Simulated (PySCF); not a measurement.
# MP2/cc-pVDZ run of GaH3 (SMILES [GaH3])

What is the vertical ionisation energy of GaH3 at MP2/cc-pVDZ? Input form: a Python script.

The calculation is run with PySCF 2.14.0.

### Step 1. The structure to begin with

The species is GaH3 (4 atoms), meant as a singlet with charge 0. SMILES: `[GaH3]`. The shape is that of a PBE0-D4/def2-TZVP optimisation.

Bond lengths: Ga1–H2 1.568 Å, Ga1–H3 1.568 Å, Ga1–H4 1.568 Å. Angles: H2–Ga1–H3 120.0°, H2–Ga1–H4 120.0°, H3–Ga1–H4 120.0°.

### Step 2. The energy at MP2/cc-pVDZ

Input file run.py:

```python
from pyscf import gto, scf, mp

mol = gto.Mole()
mol.atom = '''
Ga     0.025322    -0.028157    -0.008693
H      2.366693     0.649688     1.677510
H     -1.043318    -2.792637    -0.018330
H     -1.244196     2.057345    -1.688848
'''
mol.unit = 'bohr'
mol.verbose = 3
mol.max_memory = 1860
mol.basis = 'cc-pvdz'
mol.build()

hf = scf.RHF(mol)
hf.conv_tol = 1e-10
hf.kernel()
if not hf.converged:
    hf = hf.newton().run(hf.mo_coeff, hf.mo_occ)

pt = mp.MP2(hf, frozen=9).run()
e_tot = pt.e_tot
print(f'total energy: {e_tot:.8f} hartree')
```

Launch:

```
$ OMP_NUM_THREADS=1 python run.py
```

The program printed:

```text
converged SCF energy = -1924.92827592106
E(RMP2) = -1925.0247996877  E_corr = -0.0965237666395246
E(SCS-RMP2) = -1925.03302375121  E_corr = -0.104747830151925
total energy: -1925.02479969 hartree
```

Wall time 0.64 s (1 thread of Arm Neoverse V2, shared host); peak memory 0.12 GiB.

### Step 3. The doublet cation

Input file input.py:

```python
from pyscf import gto, scf, mp

mol = gto.M(
    atom='''
Ga     0.025322    -0.028157    -0.008693
H      2.366693     0.649688     1.677510
H     -1.043318    -2.792637    -0.018330
H     -1.244196     2.057345    -1.688848
''',
    basis='cc-pvdz',
    unit='bohr',
    max_memory=1860,
    verbose=4,
    charge=1,
    spin=1,
)

mf = scf.UHF(mol)
mf.conv_tol = 1e-10
mf.kernel()
if not mf.converged:
    mf = mf.newton().run(mf.mo_coeff, mf.mo_occ)

pt = mp.MP2(mf, frozen=9).run()
e_final = pt.e_tot
print('E(%s) = %.9f' % ('MP2', e_final))
```

Launch:

```
$ OMP_NUM_THREADS=1 python input.py
```

The program printed:

```text
PySCF version 2.14.0

[INPUT] num. atoms = 4
[INPUT] num. electrons = 33
[INPUT] charge = 1
[INPUT] spin (= nelec alpha-beta = 2S) = 1
[INPUT] symmetry False subgroup None
[INPUT] Mole.unit = bohr
[INPUT] Symbol           X                Y                Z      unit          X                Y                Z       unit  Magmom
[INPUT]  1 Ga     0.013399825335  -0.014900042728  -0.004600137495 AA    0.025322000000  -0.028157000000  -0.008693000000 Bohr   0.0
[INPUT]  2 H      1.252400000844   0.343800083808   0.887700063090 AA    2.366693000000   0.649688000000   1.677510000000 Bohr   0.0
[INPUT]  3 H     -0.552100109343  -1.477799858772  -0.009699818276 AA   -1.043318000000  -2.792637000000  -0.018330000000 Bohr   0.0
[INPUT]  4 H     -0.658400169118   1.088700089000  -0.893699874308 AA   -1.244196000000   2.057345000000  -1.688848000000 Bohr   0.0

nuclear repulsion = 31.9625582453696
number of shells = 15
number of NR pGTOs = 98
number of NR cGTOs = 42
basis = cc-pvdz
ecp = {}

******** <class 'pyscf.scf.uhf.UHF'> ********
method = UHF
initial guess = minao
damping factor = 0
level_shift factor = 0
DIIS = <class 'pyscf.scf.diis.CDIIS'>
diis_start_cycle = 1
diis_space = 8
diis_damp = 0
SCF conv_tol = 1e-10
SCF conv_tol_grad = None
SCF max_cycles = 50
direct_scf = True
direct_scf_tol = 1e-13
number electrons alpha = 17  beta = 16
Set gradient conv threshold to 1e-05
init E= -1924.14812062515
[... the frontier-level lines of each cycle are left out ...]


cycle= 1 E= -1924.48282571266  delta_E= -0.335  |g|= 0.202  |ddm|= 0.874
cycle= 2 E= -1924.53026812538  delta_E= -0.0474  |g|= 0.0638  |ddm|= 0.312
cycle= 3 E= -1924.5359728166  delta_E= -0.0057  |g|= 0.0277  |ddm|= 0.0872
cycle= 4 E= -1924.53756305231  delta_E= -0.00159  |g|= 0.0114  |ddm|= 0.0493
cycle= 5 E= -1924.53797059865  delta_E= -0.000408  |g|= 0.00364  |ddm|= 0.0293
cycle= 6 E= -1924.53802327361  delta_E= -5.27e-05  |g|= 0.00182  |ddm|= 0.00933
cycle= 7 E= -1924.53803873393  delta_E= -1.55e-05  |g|= 0.0009  |ddm|= 0.00568
cycle= 8 E= -1924.53804276036  delta_E= -4.03e-06  |g|= 0.000439  |ddm|= 0.00343
cycle= 9 E= -1924.53804410103  delta_E= -1.34e-06  |g|= 0.000303  |ddm|= 0.00215
cycle= 10 E= -1924.53804462457  delta_E= -5.24e-07  |g|= 0.000302  |ddm|= 0.000793
cycle= 11 E= -1924.53804450551  delta_E= 1.19e-07  |g|= 0.000301  |ddm|= 0.000176
cycle= 12 E= -1924.53803899691  delta_E= 5.51e-06  |g|= 0.000234  |ddm|= 0.00923
cycle= 13 E= -1924.53803149074  delta_E= 7.51e-06  |g|= 0.000225  |ddm|= 0.0276
cycle= 14 E= -1924.53803157958  delta_E= -8.88e-08  |g|= 0.000156  |ddm|= 0.00101
cycle= 15 E= -1924.53803157549  delta_E= 4.09e-09  |g|= 7.96e-05  |ddm|= 0.0017
cycle= 16 E= -1924.53803158493  delta_E= -9.44e-09  |g|= 8.66e-06  |ddm|= 0.000633
cycle= 17 E= -1924.53803158481  delta_E= 1.24e-10  |g|= 3.22e-06  |ddm|= 0.000157
cycle= 18 E= -1924.53803158483  delta_E= -1.68e-11  |g|= 7.41e-07  |ddm|= 2.77e-05
Extra cycle  E= -1924.53803158483  delta_E= -4.55e-12  |g|= 3.89e-07  |ddm|= 1.07e-06
converged SCF energy = -1924.53803158483  <S^2> = 0.77666021  2S+1 = 2.0264849

******** <class 'pyscf.mp.ump2.UMP2'> ********
nocc = (np.int64(8), np.int64(7)), nmo = (33, 33)
frozen orbitals 9
E(UMP2) = -1924.61311216862  E_corr = -0.0750805837920061
E(SCS-UMP2) = -1924.61903686178  E_corr = -0.0810052769528216
E_corr(same-spin) = -0.0104901041510603
E_corr(oppo-spin) = -0.0645904796409457
E(MP2) = -1924.613112169
```

It took 0.74 s on 1 thread of Arm Neoverse V2, shared host; peak memory 0.12 GiB.

### Step 4. Results

At MP2/cc-pVDZ, 9 core orbitals frozen:

| quantity | value |
| --- | --- |
| singlet GaH3: total energy | -1925.02480 Eh |
| singlet GaH3: dipole moment (Hartree–Fock density) | 0.00 D |
| singlet GaH3: HOMO energy (Hartree–Fock orbitals) | -11.62 eV |
| singlet GaH3: LUMO energy (Hartree–Fock orbitals) | 0.94 eV |
| singlet GaH3: HOMO–LUMO gap (Hartree–Fock orbitals) | 12.56 eV |
| singlet GaH3: correlation energy (9 core orbitals frozen) | -96.5 mEh |
| doublet cation: total energy | -1924.61311 Eh |
| doublet cation: HOMO energy (Hartree–Fock orbitals) (highest over α and β) | -17.64 eV |
| doublet cation: LUMO energy (Hartree–Fock orbitals) (lowest over α and β) | -9.73 eV |
| doublet cation: correlation energy (9 core orbitals frozen) | -75.1 mEh |
| doublet cation: ⟨S²⟩ of the reference determinant | 0.777 |
| vertical ionisation energy (to the doublet cation) | 11.203 eV |

What this shows: Removing an electron at fixed nuclei costs 11.20 eV (258 kcal/mol).
